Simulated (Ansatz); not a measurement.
# LiH12ClO6: the cost of one run

Program: Ansatz 0.2.0. Level of theory: DFT PBEsol, plane waves, PAW, scalar-relativistic, no spin polarisation. These are calculated values, not measurements.

## 1. The starting structure

The cell holds 20 atoms (ClH12LiO6): a = 6.269 Å, b = 6.269 Å, c = 6.269 Å, α = 90.00°, β = 90.00°, γ = 90.00°.

Its coordinates follow in the input file.

## 2. Relaxing the start

Input file input.yaml:

```yaml
crystal:
  lattice:
    - [6.269221, 0.0, 0.0]
    - [0.0, 6.269221, 0.0]
    - [0.0, 0.0, 6.269221]
  atoms:
    - { symbol: O, position: [0.841246, 0.0481146, 0.6506711] }
    - { symbol: H, position: [0.8731688, 0.1293921, 0.5232204] }
    - { symbol: H, position: [0.8416651, -0.0986702, 0.6024753] }
    - { symbol: O, position: [0.2740141, 0.9242651, 0.5394524] }
    - { symbol: H, position: [0.2076638, 0.9748727, 0.6694727] }
    - { symbol: H, position: [0.173428, 0.9628182, 0.4287055] }
    - { symbol: O, position: [0.0240283, 0.8983266, 0.0885379] }
    - { symbol: H, position: [0.0644984, 0.9529409, -0.0502002] }
    - { symbol: H, position: [-0.0318036, 0.7574564, 0.0584184] }
    - { symbol: O, position: [0.5078716, 0.2214711, 0.2687836] }
    - { symbol: H, position: [0.501627, 0.3373682, 0.1668147] }
    - { symbol: H, position: [0.5029457, 0.0943083, 0.1811814] }
    - { symbol: O, position: [0.7322154, 0.476208, 0.8485813] }
    - { symbol: H, position: [0.678239, 0.5716354, 0.7397284] }
    - { symbol: H, position: [0.7522676, 0.3422583, 0.7742565] }
    - { symbol: O, position: [0.1947169, 0.3418586, 0.9300077] }
    - { symbol: H, position: [0.0543379, 0.3348009, 0.994138] }
    - { symbol: H, position: [0.2523523, 0.1999912, 0.9505161] }
    - { symbol: Li, position: [0.0270839, 0.5363746, 0.4439724] }
    - { symbol: Cl, position: [0.6327687, 0.8050348, 0.0171863] }
basis:
  ecutwfc: 420.0
kpoints:
  mp_grid: { grid: [1, 1, 1] }
hamiltonian:
  xc: pbesol
scf:
  occupations: { method: fermi_dirac, width: 0.05 }
  lower_state_search: "off"
relax:
  f_tol: 0.3
  max_steps: 15
  adjacent_minimum: "off"
```

Command:

```sh
ansatz run input.yaml --threads 1 --pin off --max-ram 3072MiB --backend cpu --events-out ev --progress --plain --runs-dir out
```

What time and memory should one allow on 1 thread of Arm Neoverse V2, shared host?

About 20 s, with a peak of 0.34 GiB.
